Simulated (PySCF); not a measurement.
# C3H4BF (SMILES C#CB(C)F): levels of theory compared

Wanted: a comparison of 6 runs (HF/STO-3G, HF/def2-SVP, HF/cc-pVTZ, PBE/6-31G, BLYP/6-31G*, B3LYP/6-31G*) of C3H4BF. 

Program for the calculation: PySCF 2.14.0.

**1. Starting point**

The species is C3H4BF (9 atoms), meant as a singlet with charge 0. As SMILES, `C#CB(C)F`. The coordinates come from a PBE0-D4/def2-TZVP relaxation.

Bond lengths: C1–C2 1.206 Å, C2–B3 1.531 Å, B3–C4 1.556 Å, B3–F5 1.329 Å, C1–H6 1.066 Å, C4–H7 1.091 Å, C4–H8 1.096 Å, C4–H9 1.094 Å. Some angles: C1–C2–B3 177.7°, C2–B3–C4 122.6°, C2–B3–F5 117.2°, C4–B3–F5 120.2°, C2–C1–H6 179.4°, B3–C4–H7 112.9°, B3–C4–H8 109.2°, B3–C4–H9 110.9°, H7–C4–H8 108.5°, H7–C4–H9 109.4°.

**2. Energy and forces at HF/STO-3G (run 1)**

job.py reads:

```python
from pyscf import gto, scf

mol = gto.M(
    atom='''
C    0.073400   2.390600   0.160000
C    0.158000   1.246100  -0.209700
B    0.245400  -0.224800  -0.624200
C   -0.175400  -1.388800   0.318700
F    0.690700  -0.484700  -1.849400
H    0.002300   3.405900   0.476700
H    0.059300  -2.372600  -0.089900
H   -1.255700  -1.335600   0.498000
H    0.290400  -1.282600   1.302700
''',
    max_memory=1860,
    verbose=4,
    basis='sto-3g',
)

calc0 = scf.RHF(mol)
calc0.conv_tol = 1e-10
calc0.kernel()
if not calc0.converged:
    calc0 = calc0.newton().run(calc0.mo_coeff, calc0.mo_occ)

etot = calc0.e_tot
print('E(%s) = %.9f' % ('HF', etot))
grad = calc0.nuc_grad_method().kernel()
calc0.analyze()
```

Command:

```sh
OMP_NUM_THREADS=1 python job.py
```

Output:

```text
PySCF version 2.14.0

[... 83 lines left out ...]
One-electron Energy =                 -591.441728551938240
[... 5 lines left out ...]
MO #1   energy= -25.960237668917   occ= 2
[... 3 lines left out ...]
MO #5   energy= -7.4708692054331   occ= 2
[... 3 lines left out ...]
MO #9   energy= -0.709215051979366 occ= 2
[... 3 lines left out ...]
MO #13  energy= -0.538710125433126 occ= 2
[... 3 lines left out ...]
MO #17  energy= -0.342265099203882 occ= 2
[... 3 lines left out ...]
MO #21  energy= 0.478481793301993  occ= 0
[... 3 lines left out ...]
MO #25  energy= 0.722509099914054  occ= 0
[... 3 lines left out ...]
MO #29  energy= 1.46032256215058   occ= 0
[... 2 lines left out ...]
pop of  0 C 1s            1.99989
pop of  0 C 2s            1.05024
pop of  0 C 2px           0.93385
pop of  0 C 2py           1.04957
pop of  0 C 2pz           1.03375
pop of  1 C 1s            1.99987
pop of  1 C 2s            1.08392
pop of  1 C 2px           1.01048
pop of  1 C 2py           1.06934
pop of  1 C 2pz           0.96317
pop of  2 B 1s            1.99957
pop of  2 B 2s            0.86575
pop of  2 B 2px           0.37568
pop of  2 B 2py           0.84503
pop of  2 B 2pz           0.64905
pop of  3 C 1s            1.99976
pop of  3 C 2s            1.01363
pop of  3 C 2px           1.04104
pop of  3 C 2py           1.07352
pop of  3 C 2pz           1.06870
pop of  4 F 1s            1.99994
pop of  4 F 2s            1.82766
pop of  4 F 2px           1.75065
pop of  4 F 2py           1.93110
pop of  4 F 2pz           1.57233
pop of  5 H 1s            0.92258
pop of  6 H 1s            0.96161
pop of  7 H 1s            0.95354
pop of  8 H 1s            0.95480
 ** Mulliken atomic charges  **
charge of    0C =     -0.06730
charge of    1C =     -0.12678
charge of    2B =      0.26493
charge of    3C =     -0.19665
charge of    4F =     -0.08167
charge of    5H =      0.07742
charge of    6H =      0.03839
charge of    7H =      0.04646
charge of    8H =      0.04520
Dipole moment(X, Y, Z, Debye): -0.26494,  0.17745,  0.65687
```

It took 3.6 s on 1 thread of Intel Xeon at 2.50GHz (Skylake/Cascade Lake), shared host; peak memory 0.12 GiB.

**3. Energy and forces at HF/def2-SVP (run 2)**

geometry.xyz reads:

```xyz
9

C      0.073400     2.390600     0.160000
C      0.158000     1.246100    -0.209700
B      0.245400    -0.224800    -0.624200
C     -0.175400    -1.388800     0.318700
F      0.690700    -0.484700    -1.849400
H      0.002300     3.405900     0.476700
H      0.059300    -2.372600    -0.089900
H     -1.255700    -1.335600     0.498000
H      0.290400    -1.282600     1.302700
```

calc.py reads:

```python
# C#CB(C)F
from pyscf import gto, scf

mol = gto.M(
    atom='geometry.xyz',
    basis='def2-svp',
    spin=0,
    verbose=3,
    max_memory=1860,
    charge=0,
)

mf = scf.RHF(mol)
mf.conv_tol = 1e-10
mf.kernel()
if not mf.converged:
    mf = mf.newton().run(mf.mo_coeff, mf.mo_occ)

e_tot = mf.e_tot
print(f'total energy: {e_tot:.8f} hartree')
grad = mf.nuc_grad_method().kernel()
mf.analyze()
```

Command:

```sh
OMP_NUM_THREADS=1 python calc.py
```

Output:

```text
converged SCF energy = -239.890612958801
[... 11 lines left out ...]
MO #2   energy= -11.2579305293858  occ= 2
[... 7 lines left out ...]
MO #10  energy= -0.744708851783924 occ= 2
[... 7 lines left out ...]
MO #18  energy= -0.411271602904619 occ= 2
[... 7 lines left out ...]
MO #26  energy= 0.28447467123307   occ= 0
[... 7 lines left out ...]
MO #34  energy= 0.674929342095608  occ= 0
[... 7 lines left out ...]
MO #42  energy= 0.898235062802379  occ= 0
[... 7 lines left out ...]
MO #50  energy= 1.2845404469761    occ= 0
[... 7 lines left out ...]
MO #58  energy= 1.67508061740143   occ= 0
[... 7 lines left out ...]
MO #66  energy= 2.06486563250554   occ= 0
[... 7 lines left out ...]
MO #74  energy= 2.41033942783237   occ= 0
[... 7 lines left out ...]
MO #82  energy= 3.19592517783849   occ= 0
[... 7 lines left out ...]
MO #90  energy= 4.22580297531181   occ= 0
[... 10 lines left out ...]
Dipole moment(X, Y, Z, Debye): -0.61011,  0.54530,  1.61975
```

Wall time 14 s (1 thread of Intel Xeon at 2.50GHz (Skylake/Cascade Lake), shared host); peak memory 0.18 GiB.

Runs 3 to 4 aren't shown in full; the table further down has their settings and results.

**4. Energy and gradient at BLYP/6-31G(d) (spherical functions) (run 5)**

job.py reads:

```python
from pyscf import gto, dft

system = gto.M(
    atom='''
C      0.138706     4.517579     0.302356
C      0.298577     2.354788    -0.396276
B      0.463739    -0.424810    -1.179567
C     -0.331458    -2.624452     0.602256
F      1.305234    -0.915950    -3.494859
H      0.004346     6.436218     0.900832
H      0.112061    -4.483564    -0.169886
H     -2.372929    -2.523918     0.941084
H      0.548776    -2.423763     2.461746
''',
    verbose=4,
    unit='bohr',
    charge=0,
    basis='6-31g*',
    max_memory=1860,
)

calc0 = dft.RKS(system)
calc0.xc = 'blyp'
calc0.conv_tol = 1e-10
calc0.grids.level = 5
calc0.kernel()
if not calc0.converged:
    calc0 = calc0.newton().run(calc0.mo_coeff, calc0.mo_occ)

etot = calc0.e_tot
print(f'total energy: {etot:.8f} hartree')
grad = calc0.nuc_grad_method().kernel()
dip = calc0.dip_moment()
pop, q = calc0.mulliken_pop()
```

Command:

```sh
OMP_NUM_THREADS=1 python job.py
```

Output:

```text
PySCF version 2.14.0

[... 81 lines left out ...]
converged SCF energy = -241.336450776004
total energy: -241.33645078 hartree
[... 12 lines left out ...]
Dipole moment(X, Y, Z, Debye): -0.46059,  0.42961,  1.16479
[... 49 lines left out ...]
pop of  3 C 3px           0.35187
pop of  3 C 3py           0.35114
pop of  3 C 3pz           0.35628
pop of  3 C 3dxy          0.00125
pop of  3 C 3dyz          0.00384
pop of  3 C 3dz^2         0.00555
pop of  3 C 3dxz          0.00328
pop of  3 C 3dx2-y2       0.00808
pop of  4 F 1s            1.99713
pop of  4 F 2s            0.93802
pop of  4 F 3s            0.97548
pop of  4 F 2px           1.08933
pop of  4 F 2py           1.18292
pop of  4 F 2pz           1.05865
pop of  4 F 3px           0.67396
pop of  4 F 3py           0.67743
pop of  4 F 3pz           0.57612
pop of  4 F 3dxy          0.00054
pop of  4 F 3dyz          0.00290
pop of  4 F 3dz^2         0.00412
pop of  4 F 3dxz          0.00344
pop of  4 F 3dx2-y2       0.00067
pop of  5 H 1s            0.51621
pop of  5 H 2s            0.32428
pop of  6 H 1s            0.52560
pop of  6 H 2s            0.32758
pop of  7 H 1s            0.51933
pop of  7 H 2s            0.32422
pop of  8 H 1s            0.52138
pop of  8 H 2s            0.32422
 ** Mulliken atomic charges  **
charge of    0C =     -0.19068
charge of    1C =      0.08816
charge of    2B =      0.21591
charge of    3C =     -0.54987
charge of    4F =     -0.18072
charge of    5H =      0.15951
charge of    6H =      0.14682
charge of    7H =      0.15646
charge of    8H =      0.15440
```

Run time: 49 s. Hardware: 1 thread of Intel Xeon at 2.50GHz (Skylake/Cascade Lake), shared host; peak memory 0.79 GiB.

**5. Energy and gradient at B3LYP/6-31G(d) (Cartesian functions) (run 6)**

calc.py reads:

```python
from pyscf import gto, dft

mol = gto.M(
    atom='''
C    0.073400   2.390600   0.160000
C    0.158000   1.246100  -0.209700
B    0.245400  -0.224800  -0.624200
C   -0.175400  -1.388800   0.318700
F    0.690700  -0.484700  -1.849400
H    0.002300   3.405900   0.476700
H    0.059300  -2.372600  -0.089900
H   -1.255700  -1.335600   0.498000
H    0.290400  -1.282600   1.302700
''',
    basis='6-31g*',
    charge=0,
    cart=True,
    verbose=4,
    max_memory=1860,
)

ks = dft.RKS(mol)
ks.xc = 'b3lyp'
ks.grids.level = 5
ks.conv_tol = 1e-10
ks.kernel()
if not ks.converged:
    ks = ks.newton().run(ks.mo_coeff, ks.mo_occ)

e_tot = ks.e_tot
print('Final energy', e_tot)
grad = ks.nuc_grad_method().kernel()
dip = ks.dip_moment()
pop, q = ks.mulliken_pop()
```

Command:

```sh
OMP_NUM_THREADS=1 python calc.py
```

Output:

```text
PySCF version 2.14.0

[... 80 lines left out ...]
converged SCF energy = -241.426513040819
Final energy -241.42651304081852
[... 12 lines left out ...]
Dipole moment(X, Y, Z, Debye): -0.49562,  0.47048,  1.27067
[... 54 lines left out ...]
pop of  3  C 3pz          0.37591
pop of  3  C 3dxx         0.00662
pop of  3  C 3dxy         0.00143
pop of  3  C 3dxz         0.00367
pop of  3  C 3dyy         0.00192
pop of  3  C 3dyz         0.00455
pop of  3  C 3dzz         0.00218
pop of  4  F 1s           1.99283
pop of  4  F 2s           0.96304
pop of  4  F 3s           0.87334
pop of  4  F 2px          1.09286
pop of  4  F 2py          1.18279
pop of  4  F 2pz          1.05628
pop of  4  F 3px          0.68872
pop of  4  F 3py          0.68871
pop of  4  F 3pz          0.58189
pop of  4  F 3dxx         0.01992
pop of  4  F 3dxy         0.00054
pop of  4  F 3dxz         0.00360
pop of  4  F 3dyy         0.01633
pop of  4  F 3dyz         0.00289
pop of  4  F 3dzz         0.03288
pop of  5  H 1s           0.51132
pop of  5  H 2s           0.29138
pop of  6  H 1s           0.52134
pop of  6  H 2s           0.31540
pop of  7  H 1s           0.51501
pop of  7  H 2s           0.31366
pop of  8  H 1s           0.51709
pop of  8  H 2s           0.31316
 ** Mulliken atomic charges  **
charge of    0C =     -0.23770
charge of    1C =      0.03656
charge of    2B =      0.31615
charge of    3C =     -0.62004
charge of    4F =     -0.19662
charge of    5H =      0.19730
charge of    6H =      0.16326
charge of    7H =      0.17133
charge of    8H =      0.16975
```

Run time: 53 s. Hardware: 1 thread of Intel Xeon at 2.50GHz (Skylake/Cascade Lake), shared host; peak memory 0.84 GiB.

**6. The series**

| run | level | integration grid | Cartesian functions | energy (Eh) | dipole moment (D) | HOMO energy (eV) | LUMO energy (eV) | wall time |
| --- | --- | --- | --- | --- | --- | --- | --- | --- |
| 1 | HF/STO-3G | – | no | -236.946537 | 0.73 | -9.12 | 6.34 | 3.6 s |
| 2 | HF/def2-SVP | – | no | -239.890613 | 1.81 | -11.19 | 2.52 | 14 s |
| 3 | HF/cc-pVTZ | – | no | -240.163921 | 1.76 | -11.16 | 2.42 | 5.6 min |
| 4 | PBE/6-31G | 5 | no | -241.075540 | 1.70 | -6.88 | -2.01 | 33 s |
| 5 | BLYP/6-31G* (spherical functions) | 5 | no | -241.336451 | 1.32 | -6.48 | -1.69 | 49 s |
| 6 | B3LYP/6-31G* (Cartesian functions) | 5 | yes | -241.426513 | 1.44 | -7.73 | -1.14 | 53 s |

**7. Summary of results**

```
                       quantity          value
            run 6: total energy  -241.42651 Eh
           run 6: dipole moment         1.44 D
             run 6: HOMO energy       -7.73 eV
             run 6: LUMO energy       -1.14 eV
           run 6: HOMO–LUMO gap        6.59 eV
run 6: largest force on an atom     0.816 eV/Å
```

In words: The dipole moment (its size) runs from 0.73 D (HF/STO-3G) to 1.81 D (HF/def2-SVP). The HOMO–LUMO gap runs from 4.79 eV (BLYP/6-31G*) to 15.47 eV (HF/STO-3G). The two ends differ in method and basis. Totals of different functionals can't be ranked against each other. In run 1 the basis is minimal, so the values are rough. All runs together took 8.1 min, the longest 5.6 min.
